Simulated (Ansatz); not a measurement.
# Y2CF2: the band gap up the ladder of functionals

An exercise on one series of results from a longer session: the logs are not shown, and one member is left open.

Program: Ansatz 0.2.0. PAW datasets, plane waves. Spin-unpolarised throughout; all numbers are computed.

### Starting point

The cell was relaxed beforehand with r2SCAN.

Space group P-3m1 (No. 164), trigonal; a = 3.664 Å, c = 6.321 Å in the conventional setting, 14.70 Å³ an atom. Around Y lie 4 F at 2.38–2.52 Å and 3 C at 2.51 Å; around C lie 6 Y at 2.51 Å; around F lie 4 Y at 2.38–2.52 Å and 3 F at 2.55 Å.

Coordinates:

```cif
data_structure
_symmetry_space_group_name_H-M 'P-3m1'
_symmetry_Int_Tables_number 164
_cell_length_a 3.6643
_cell_length_b 3.6643
_cell_length_c 6.3209
_cell_angle_alpha 90.000
_cell_angle_beta 90.000
_cell_angle_gamma 120.000
_cell_volume 73.50
loop_
_atom_site_label
_atom_site_type_symbol
_atom_site_symmetry_multiplicity
_atom_site_Wyckoff_symbol
_atom_site_fract_x
_atom_site_fract_y
_atom_site_fract_z
_atom_site_occupancy
Y1 Y 2 d 0.33333 0.66667 0.21417 1
C1 C 1 a 0.00000 0.00000 0.00000 1
F1 F 2 d 0.33333 0.66667 0.61261 1
```

Set-up of the first run:

input.yaml reads:

```yaml
crystal:
  lattice:
    - [3.6642918298, 0.0, 0.0]
    - [-1.8321459149, 3.1733698115, 0.0]
    - [0.0, 0.0, 6.3208771579]
  atoms:
    - { symbol: "Y", position: [0.3333333333, 0.6666666667, 0.2141676581] }
    - { symbol: "Y", position: [0.6666666667, 0.3333333333, 0.7858323419] }
    - { symbol: C, position: [0.0, 0.0, 0.0] }
    - { symbol: F, position: [0.3333333333, 0.6666666667, 0.6126078578] }
    - { symbol: F, position: [0.6666666667, 0.3333333333, 0.3873921422] }
kpoints:
  mp_grid: { grid: [12, 12, 4] }
  band_path:
    path:
      - [[0.0, 0.0, 0.0], [0.5, -3.835074837417e-17, 1.026202611233e-32], [0.3333333333333, 0.3333333333333, 1.370172720677e-32], [0.0, 0.0, 0.0], [-6.142964987543e-50, -5.212200171958e-49, 0.5], [0.5, -3.835074837417e-17, 0.5], [0.3333333333333, 0.3333333333333, 0.5], [-6.142964987543e-50, -5.212200171958e-49, 0.5]]
      - [[0.5, -3.835074837417e-17, 0.5], [0.5, -3.835074837417e-17, 1.026202611233e-32]]
      - [[0.3333333333333, 0.3333333333333, 0.5], [0.3333333333333, 0.3333333333333, 1.370172720677e-32]]
    npoints: 10
hamiltonian:
  xc: pbe
scf:
  occupations: { method: fermi_dirac, width: 0.02 }
  n_extra_bands: 5
output:
  forces: true
  stress: true
  eigenvalues: true
```

Run with:

```sh
ansatz run input.yaml --threads 4 --pin off --max-ram 9216MiB --backend cpu --events-out ev --progress --plain --runs-dir out
```

Among the steps run: PBE bands along the symmetry lines; r2SCAN at the same geometry; HSE06; Single point with PBE+SOC; PBE0; LDA at the same geometry; G0W0 on PBE; Quasiparticle levels, G0W0@PBE; DDH-PBE0; r2SCANh at the same geometry.

One table of the session follows, with a row left open; its other results are not shown here.

| level | gap (eV) |
| --- | --- |
| PBE | 1.14 |
| r2SCAN | 1.43 |
| HSE06 | ? |
| PBE+SOC | 1.14 |
| PBE0 | 2.64 |
| LDA | 1.04 |
| G0W0@PBE (219 empty bands) | 1.95 |
| G0W0@PBE (403 empty bands) | 2.00 |
| DDH-PBE0 | 2.00 |
| r2SCANh | 1.99 |

Q: Estimate the row for HSE06 from the others.

The run gave: gap (eV): 1.94. In the column «gap (eV)» it lies between r2SCAN (1.43) and G0W0@PBE (219 empty bands) (1.95).

Meshes: PBE 12×12×4, r2SCAN 12×12×4, HSE06 6×6×2, PBE+SOC 12×12×4, PBE0 6×6×2, LDA 12×12×4, DDH-PBE0 6×6×2, r2SCANh 6×6×2

What this shows: The gap runs from 1.04 eV (LDA) to 2.64 eV (PBE0). Against G0W0@PBE, PBE is short by 0.86 eV, at 57 % of it, and r2SCAN 72 %. PBE0 lies 0.70 eV above HSE06, which differs from it by screening the long-range exchange. The G0W0 figures hold for the stated bands, cutoff and mesh and aren't extrapolated.

Limits of these values: Warnings in the runs' records: stress exchange threshold loose, stress scf threshold loose.
